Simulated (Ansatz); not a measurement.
# NiMoIrPdW (P3m1) in Ansatz: relaxation of cell and atoms with PBE+D3(BJ)

Aim: the relaxation of cell and atoms of NiMoIrPdW with PBE+D3(BJ).

All numbers are computed with Ansatz 0.2.0; they aren't measurements. Logs are shortened: lines on timing, memory, paths and dates and some standing lists are left out, and cuts for length are marked.

### 1 The structure

It takes space group P3m1 (No. 156, trigonal). Conventional cell: a = 2.761 Å, b = 2.761 Å, c = 11.341 Å, α = 90.00°, β = 90.00°, γ = 120.00°. Ni (site symmetry 3m) has 3 W at 2.59 Å and 3 Pd at 2.68 Å and 6 Ni at 2.76 Å as nearest neighbours. Around Mo (site symmetry 3m) lie 3 Ir at 2.66 Å and 1 W at 2.66 Å and 6 Mo at 2.76 Å. Around Pd (site symmetry 3m) lie 3 Ni at 2.68 Å and 6 Pd at 2.76 Å and 3 Ir at 2.84 Å. Around Ir (site symmetry 3m) lie 3 Mo at 2.66 Å and 6 Ir at 2.76 Å and 3 Pd at 2.84 Å. Around W (site symmetry 3m) lie 3 Ni at 2.59 Å and 1 Mo at 2.66 Å and 6 W at 2.76 Å.

The cell was built by a generator and needn't be a form met in nature.

### 2 Relaxation of cell and atoms, PBE+D3(BJ), collinear spin, ferromagnetic start

input.yaml reads:

```yaml
crystal:
  lattice:
    - [2.76078, 0.0, 0.0]
    - [-1.38039, 2.3909, 0.0]
    - [0.0, 0.0, 11.34051]
  atoms:
    - { symbol: Ni, position: [0.0, 0.0, 0.70917], spin: 1.0 }
    - { symbol: Mo, position: [0.66667, 0.33333, 0.29425], spin: 1.0 }
    - { symbol: Pd, position: [0.66667, 0.33333, 0.89901] }
    - { symbol: Ir, position: [0.0, 0.0, 0.10604], spin: 0.6 }
    - { symbol: W, position: [0.66667, 0.33333, 0.52921] }
kpoints:
  mp_grid: { grid: [7, 7, 2] }
scf:
  occupations: { method: fermi_dirac, width: 0.05 }
hamiltonian:
  xc: pbe
  dispersion: d3bj
  pseudopotentials: { kind: all_electron, datasets: crystal }
magnetization:
  spin_polarized: true
output:
  forces: true
  stress: true
relax:
  f_tol: 0.02
  max_steps: 60
  cell: {}
```

Potentials or basis: all-electron PAW datasets made for the crystal.

On the command line:

```bash
$ ansatz run input.yaml --threads 8 --pin off --max-ram 24576MiB --backend cpu --events-out ev --progress --plain --runs-dir out
```

What it wrote:

```text
Warning: the atoms were moved onto the symmetric positions of the space group found under crystal.symmetry.tolerance 1.0e-5 (fractional; no operation is sought that the atoms, as they stand in a round, miss by more than twice it, and no atom is moved by as much as it), and the run uses the moved positions. Before a round's move an operation carried an atom to 1.66e-5 Å from where it should land, the largest such distance. Atom 1 (counting from 0) moved farthest, by 1.59e-5 Å; the longest move in fractions of the cell, of whichever atom, is 0.47 of the tolerance, in 1 round. To run the atoms as typed, lower crystal.symmetry.tolerance until the operations that they miss are no longer found, or set crystal.symmetry.detect: false (a key that needs symmetry detection or time reversal refuses this as the deck is read). The positions used, in the order of the run's atom list: position: [4.884966061757638e-17, -7.401373893108076e-18, 0.70917]; position: [0.6666666666666667, 0.33333333333333337, 0.29425]; position: [0.6666666666666667, 0.33333333333333337, 0.89901]; position: [4.884966061757638e-17, -7.401373893108076e-18, 0.10604]; position: [0.6666666666666667, 0.33333333333333337, 0.52921]; The lattice was moved too: crystal.lattice keeps the space group found at crystal.symmetry.tolerance 1.0e-5 only nearly: the operation that it misses by the most changes a squared length by the fraction 4.07e-6. The run uses the lattice that is a stretch of the typed one, with no rotation, onto the one that keeps every operation to a double's rounding (on a very oblique basis the stretch itself rounds by more); the deck's lattice vector that moved farthest moved by 3.24e-6 Å. To run the lattice as typed, set crystal.symmetry.tolerance under 4.06e-6, the least fraction by which an operation that the lattice misses changes a squared length (the same key also sets how far an atom may lie from its image, so lowering it can lose operations that the atoms keep only within it), or set crystal.symmetry.detect: false, as for the atoms. crystal.lattice made exact, in Å and degrees: [[2.760776758607379, 0.0, 0.0], [-1.3803883793036895, 2.390902807131649, 0.0], [0.0, 0.0, 11.34051]]. Pasted over the deck's crystal.lattice, beside positions in fractional coordinates, it runs the same cell (given as lengths and angles, that cell in the form's own orientation, a rigid turn of the misfit's size from the one run here, for which a checkpoint.post_process_only pass over this run's state can be refused: where this run relaxes nothing, give such a pass this deck's own crystal.lattice, as typed; behind a relaxation, as crystal.lattice, the state's own cell, identity.cell in its checkpoint.json), and a matrix so pasted ends this notice, except on a very skew basis of the lattice, where the rounding of the pasted numbers themselves can read as a misfit: the cell is then moved again, and that move is told again. The lattice as run is in this notice's lattice.as_run_ang field (Run.prep()["deck_notices"] in Python, the deck_notice line of an events file, deck_notices of ansatz run --dry-run=json, or deck_notices in record.json in the deck's checkpoint.write directory).
Warning: RAYON_NUM_THREADS=8 ignored (pool sized by the plan → 8); use --threads N
The last accepted step is kept in <dir> (removed where the run ends without a failure and the disk answers)
hamiltonian.pseudopotentials.datasets: crystal makes datasets for this crystal and solves the spheres of its atoms anew in each pass: cutoff 460.0 eV, the density's 1840.0 eV; for an error of 0.50 meV an atom under PBE, 2.5 meV for the cell; an energy difference from a run of another recipe may be off by several times the error for the cell, under r2SCAN by more, where some 0.1 meV an atom stays at smaller errors; Ni in spheres of 1.169 Å, 18 of its electrons in bands; Mo in spheres of 1.244 Å, 14 of its electrons in bands; Pd in spheres of 1.339 Å, 18 of its electrons in bands; W in spheres of 1.339 Å, 28 of its electrons in bands; Ir in spheres of 1.334 Å, 17 of its electrons in bands
Engine: ansatz 0.2.0, x86_64-unknown-linux-gnu
Pseudopotentials: kind: all_electron
Pseudopotential: Ni, paw, valence charge 18, recommended cutoff 460 eV (normal), crystal/all_electron/pbe/scalar/gaussian/Ni, Koelling and Harmon's equation, gaussian nucleus
Pseudopotential: Mo, paw, valence charge 14, recommended cutoff 460 eV (normal), crystal/all_electron/pbe/scalar/gaussian/Mo, Koelling and Harmon's equation, gaussian nucleus
Pseudopotential: Pd, paw, valence charge 18, recommended cutoff 460 eV (normal), crystal/all_electron/pbe/scalar/gaussian/Pd, Koelling and Harmon's equation, gaussian nucleus
Pseudopotential: Ir, paw, valence charge 17, recommended cutoff 460 eV (normal), crystal/all_electron/pbe/scalar/gaussian/Ir, Koelling and Harmon's equation, gaussian nucleus
Pseudopotential: W, paw, valence charge 28, recommended cutoff 460 eV (normal), crystal/all_electron/pbe/scalar/gaussian/W, Koelling and Harmon's equation, gaussian nucleus
Functional definition: PBE
  parameter kappa = 0.804
  parameter beta = 0.06672455060314922
  exchange = pbe_x(kappa = kappa, mu = beta*pi^2/3)
  correlation = pbe_c(beta = beta)
a search for the magnetic state begins, with frozen cores and fixed partial waves. It gives no result and prints no iterations
the search for the magnetic state of this step took 26 SCF iterations with frozen cores. It stayed in its first state, in which the spheres begin
Crystal: 5 atoms, lattice volume = 74.856 Å³
Basis set: ecut = 460 eV, 1695 PW (Γ), exchange–correlation on 40×40×160 points (8 copies of the dense FFT grid, shifted against one another)
Bands: 59, of which v1, the nominal top of the filled ones, is band 48 counted from 1 (47 counted from 0)
Symmetry: 6 space group operations
[... 207 lines left out ...]
Past the cutoffs: a stress includes 0.0011 GPa for waves and charges beyond them, in addition to the slope of what the spheres take
In the spheres:  the bands' charges fall short by 6.1e-7 e at most (sound up to 1e-3)
Fermi energy:    24.612735 eV
--- Per-component energies (eV) ---
  E_band       = -417.629850
  E_kinetic    = 1346.771508
  E_local      = -11618.295777  (includes V_loc(G=0)·N_el)
  E_nonlocal   = -3720.479390
  E_hartree    = 6082.835316
  E_xc         = -432.699414
  E_vxc        = -561.920568  (∫ρ·V_xc dr)
  E_paw        = -1227722.799898  (= ΣΔE_a)
  E_vpaw       = -35668.178463  (= ΣTr[D̂ρ^β])
  E_ewald      = -14668.496769
  E_disp       = -3.223575  (pairwise vdW)
  E_smearing   = -0.035872  (= −TS)
  E_closure    = 37638.806639  (closes the sum)
  Σ components = -1213097.617233   (vs F -1213097.617233, Δ=0.00e0)
  The terms above E_closure are by the made datasets' own strengths, without shells solved beside the bands.
--- Forces (eV/Å), atoms counted from 1 ---
  atom   1  Ni     0.00000000    -0.00000000    -0.00260275
  atom   2  Mo     0.00000000    -0.00000000     0.00104065
  atom   3  Pd    -0.00000000    -0.00000000     0.00012704
  atom   4  Ir     0.00000000     0.00000000    -0.00106366
  atom   5  W      0.00000000     0.00000000     0.00284020
  max |Σ_I F_I| component: 3.41e-4 eV/Å
--- Stress (GPa, compression-positive) ---
        0.009057       0.000000      -0.000000
        0.000000       0.009057      -0.000000
       -0.000000      -0.000000      -0.006771
  P = ⅓ Tr σ = 0.0038 GPa (0.038 kbar)
--- Relaxed structure (6 steps of the walk, 5 accepted, 1 SCFs on fresh bases) ---
  F+E_penalty+E_count = -1213097.61723304 eV   max|allowed force component| = 2.772e-3 eV/Å   (the final SCF, on the basis selected at the relaxed cell)
  cell:  # Å, volume = 72.6223 Å³
    - [2.738532134473031, -5.38292784153273e-33, -8.990253615025498e-18]
    - [-1.3692660672365156, 2.3716383975336672, 4.49512680751274e-18]
    - [-3.6929483959855425e-17, -4.145921987298789e-32, 11.181591317788559]
  atoms:
    - { symbol: Ni, position: [4.8847237323218785e-17, -7.401373893108076e-18, 0.7091660147468932] }
    - { symbol: Mo, position: [0.6666666666666667, 0.33333333333333337, 0.29607508026585655] }
    - { symbol: Pd, position: [0.6666666666666667, 0.33333333333333337, 0.8984692104953367] }
    - { symbol: Ir, position: [4.8402410074181483e-17, -7.401373893108075e-18, 0.10530446962086253] }
    - { symbol: W, position: [0.6666666666666667, 0.33333333333333337, 0.5286652248710515] }
```

Run time: 2.3 min. Hardware: 8 threads of Intel Xeon Platinum 8375C at 2.90GHz (Ice Lake), shared host; peak memory 2.9 GiB.

Results:

* Free energy: -1213097.6172 eV
* Relaxed volume: 14.52 Å³/atom
* Relaxed cell: a = 2.739 Å, b = 2.739 Å, c = 11.182 Å, α = 90.00°, β = 90.00°, γ = 120.00°
* Space group after relaxing (to 0.05 Å): P3m1 (No. 156)
* Energy gained by relaxing: 10.6 meV/atom
* Ionic steps: 6
* Pressure after relaxing: 0.0 GPa
* Net moment: 0.00 μB per cell
* Absolute moment: 0.00 μB per cell

Forces on the atoms (eV/Å):
```
Ni   0.000  0.000 -0.003
Mo   0.000  0.000  0.001
Pd   0.000  0.000  0.000
Ir   0.000  0.000 -0.001
W    0.000  0.000  0.003
```

The path:
```csv
step,energy change (eV),largest force (eV/Å),volume (Å³)
1,0.0000,0.2885,74.86
2,-0.0523,0.0676,72.86
3,-0.0526,0.1140,72.64
4,-0.0533,0.0112,72.61
5,-0.0533,0.0029,72.62
6,-0.0532,0.0028,72.62
```

Final structure:
```
Ni Mo Pd Ir W
1.0
     2.73853    0.00000    0.00000
    -1.36927    2.37164    0.00000
     0.00000    0.00000   11.18159
Ni Mo Pd Ir W
1 1 1 1 1
Direct
  0.00000 0.00000 0.70917
  0.66667 0.33333 0.29608
  0.66667 0.33333 0.89847
  0.00000 0.00000 0.10530
  0.66667 0.33333 0.52867
```

Caveat: the k mesh is coarse (spacing up to 0.38 Å⁻¹), so the values aren't converged; the k mesh is thin for a metal, which can move the energy by tens of meV per atom; the program listed the state as in doubt; the starting moments weren't kept.
